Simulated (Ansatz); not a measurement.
# C4H11Al: a ladder of functionals and wavefunction methods

One table from this session's results is given with a row withheld; the runs are named, their logs left out.

Program: Ansatz 0.2.0, Gaussian basis. Level of theory: functionals in def2-TZVPP, the program's frozen cores in correlated methods. These are calculated values, not measurements.

Levels to be run: LDA (SPW92), PBE-D4, revPBE-D4, BLYP-D4, r2SCAN-D4, B97M-V, PBE0-D4, B3LYP-D4, r2SCANh-D4, r2SCAN0-D4, HSE06-D4, BHLYP-D4, CAM-B3LYP-D4, LC-ωPBE, ωB97X-V, ωB97M-V, B2PLYP, PBE-QIDH; CCSD(T)/def2-SVP; CCSD(T)/def2-TZVPP; MP2/def2-QZVPP; extrapolation to the limit; RPA on PBE.

## Structure used throughout

An earlier PBE0-D4 in a triple-zeta def2 set relaxation fixed the geometry.

SMILES `CC(C)[CH2][AlH2]`, 16 atoms, charge 0, spin multiplicity 1.

Atoms are counted from 1 here; the program's logs count them from 0.

Bond lengths: C1–C2 1.523 Å, C1–H6 1.093 Å, C1–H7 1.095 Å, C1–H8 1.096 Å, C2–C3 1.523 Å, C2–C4 1.530 Å, C2–H9 1.098 Å, C3–H10 1.094 Å, C3–H11 1.095 Å, C3–H12 1.093 Å, C4–Al5 1.959 Å, C4–H13 1.101 Å, C4–H14 1.099 Å, Al5–H15 1.591 Å, Al5–H16 1.593 Å. Angles: C2–C1–H6 111.7°, C2–C1–H7 110.6°, C2–C1–H8 111.6°, H6–C1–H7 107.7°, H6–C1–H8 107.2°, H7–C1–H8 107.9°, C1–C2–C3 110.6°, C1–C2–C4 110.6°, C1–C2–H9 107.5°, C3–C2–C4 111.8°, C3–C2–H9 107.8°, C4–C2–H9 108.3°, C2–C3–H10 111.6°, C2–C3–H11 110.5°, C2–C3–H12 111.2°, H10–C3–H11 107.8°, H10–C3–H12 108.0°, H11–C3–H12 107.6° and more.

Set-up of the first run:

Contents of in.yaml:

```yaml
crystal:
  periodic: [false, false, false]
  atoms:
    - {symbol: C, position_ang: [0.353044, 1.358809, -0.500097]}
    - {symbol: C, position_ang: [0.523153, 0.037626, 0.237164]}
    - {symbol: C, position_ang: [1.807430, -0.656560, -0.197152]}
    - {symbol: C, position_ang: [-0.703047, -0.855071, 0.033782]}
    - {symbol: Al, position_ang: [-2.398015, -0.135015, 0.701444]}
    - {symbol: H, position_ang: [1.220341, 2.010546, -0.367803]}
    - {symbol: H, position_ang: [0.226137, 1.187111, -1.574155]}
    - {symbol: H, position_ang: [-0.523979, 1.910016, -0.141612]}
    - {symbol: H, position_ang: [0.610887, 0.265122, 1.307980]}
    - {symbol: H, position_ang: [2.684255, -0.025162, -0.026226]}
    - {symbol: H, position_ang: [1.770766, -0.896694, -1.264705]}
    - {symbol: H, position_ang: [1.954334, -1.592470, 0.347695]}
    - {symbol: H, position_ang: [-0.547421, -1.827305, 0.526061]}
    - {symbol: H, position_ang: [-0.810602, -1.100209, -1.032418]}
    - {symbol: H, position_ang: [-3.788690, -0.689749, 0.162168]}
    - {symbol: H, position_ang: [-2.401391, 0.986604, 1.832174]}
basis:
  gaussian: {orbitals: def2-TZVPP}
hamiltonian: {xc: lda}
output: {orbitals: {seedname: orbitals}}
```

Among the steps run: LDA; PBE-D4 (GGA); revPBE-D4 (GGA); BLYP-D4 (GGA); r2SCAN-D4 (meta-GGA); B97M-V (meta-GGA); PBE0-D4 (hybrid); B3LYP-D4 (hybrid); r2SCANh-D4 (hybrid); r2SCAN0-D4 (hybrid); HSE06-D4 (hybrid); BHLYP-D4 (hybrid); CAM-B3LYP-D4 (range-separated); LC-ωPBE-D4 (range-separated; the results give it without D4); ωB97X-V (range-separated); ωB97M-V (range-separated); B2PLYP (double hybrid); PBE-QIDH (double hybrid).

One of the session's tables, all rows but one given; the rest of the session is left out.

It belongs to the step «Frontier levels by functional». 

| functional | HOMO (eV) | LUMO (eV) | gap (eV) |
| --- | --- | --- | --- |
| LDA (SPW92) | -6.41 | -2.31 | 4.10 |
| PBE-D4 | -6.30 | -2.05 | 4.26 |
| revPBE-D4 | -6.25 | -1.92 | 4.33 |
| BLYP-D4 | -6.19 | -1.93 | 4.25 |
| r2SCAN-D4 | -6.54 | -1.71 | 4.84 |
| B97M-V | -6.69 | -1.97 | 4.72 |
| PBE0-D4 | ? | ? | ? |
| B3LYP-D4 | -7.32 | -1.48 | 5.84 |
| r2SCANh-D4 | -7.00 | -1.45 | 5.55 |
| r2SCAN0-D4 | -7.68 | -1.07 | 6.61 |
| HSE06-D4 | -7.12 | -1.63 | 5.49 |
| BHLYP-D4 | -8.68 | -0.50 | 8.17 |
| CAM-B3LYP-D4 | -8.89 | -0.36 | 8.53 |
| LC-ωPBE | -10.23 | 0.76 | 10.99 |
| ωB97X-V | -9.89 | 0.61 | 10.50 |
| ωB97M-V | -9.74 | 0.31 | 10.04 |

**Question.** Estimate the row for PBE0-D4.

As computed: HOMO (eV): -7.52; LUMO (eV): -1.26; gap (eV): 6.26. In the column «HOMO (eV)» it lies between r2SCAN0-D4 (-7.68) and B3LYP-D4 (-7.32).
